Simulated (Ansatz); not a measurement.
This script drives Ansatz's Python interface.

Input file `POSCAR_cslizns2`:
```text
CsLiZnS2
1.0
  -2.04267900    2.04267900    7.14271800
   2.04267900   -2.04267900    7.14271800
   2.04267900    2.04267900   -7.14271800
Cs Li Zn S
1 1 1 2
Direct
   0.00000000    0.00000000    0.00000000
   0.25000000    0.75000000    0.50000000
   0.75000000    0.25000000    0.50000000
   0.65820500    0.65820500    0.00000000
   0.34179500    0.34179500    0.00000000
```

Script `cslizns2.py`:
```python
'''Hubbard U of CsLiZnS2 from linear response.'''

import ansatz as az
from ase.io import read

SMEARING = 'Fixed'
FUNCTIONAL = 'pbesol'
KGRID = (7, 7, 7)
CUTOFF = 420


def main() -> None:
    atoms = read('POSCAR_cslizns2', format='vasp')
    crystal = az.Crystal.from_ase(atoms)

    model = (
        crystal.calculation()
        .occupations(SMEARING)
        .functional(FUNCTIONAL)
        .kpoints(*KGRID)
        .basis(CUTOFF)
        .hubbard('Zn', 'd', u_eff='linear-response')
        .band_table()
    )
    # within one cell the perturbed atoms see their images, so U is that of this cell
    found = []


    def keep(event):
        if event['event'] == 'lr_u_result':
            found.append(event['data'])


    result = model.session().plan().execute(on_event=keep)
    r = result.report
    for orbit in found[-1]['orbits']:
        print(f'sites {orbit["sites"]}: n0 = {orbit["n0"]:.3f}, chi0 = {orbit["chi0_per_ev"]:.4f}/eV, chi = {orbit["chi_per_ev"]:.4f}/eV, U = {orbit["u_ev"]:.2f} eV')
    print('cycles:', found[-1]['n_cycles'], ' band edges:', r.get('band_edges_ev'))


if __name__ == '__main__':
    main()
```

It is started by `python cslizns2.py`. How long does it take on 1 thread of Arm Neoverse V2 (shared host), and how much memory does it need?

It took about 52 s, with a peak of 0.57 GiB, for 1 run of the engine.

Running `python cslizns2.py` prints:
```text
sites [2]: n0 = 9.979, chi0 = -0.0033/eV, chi = -0.0028/eV, U = 54.18 eV
cycles: 1  band edges: [4.457774993505675, 7.00647401457891]
```

What to keep in mind:
- The structure comes from a database of computed cells and needn't be a stable or known phase.
- Levels are Kohn-Sham eigenvalues on this mesh, without spin-orbit coupling.
- The computed U depends on the projectors, on the cell (the perturbed atoms see their images) and on the spin treatment typed in the script; a run with no .spin step is spin-unpolarised.

(Lines on the test bed's own set-up are left out of the output.)
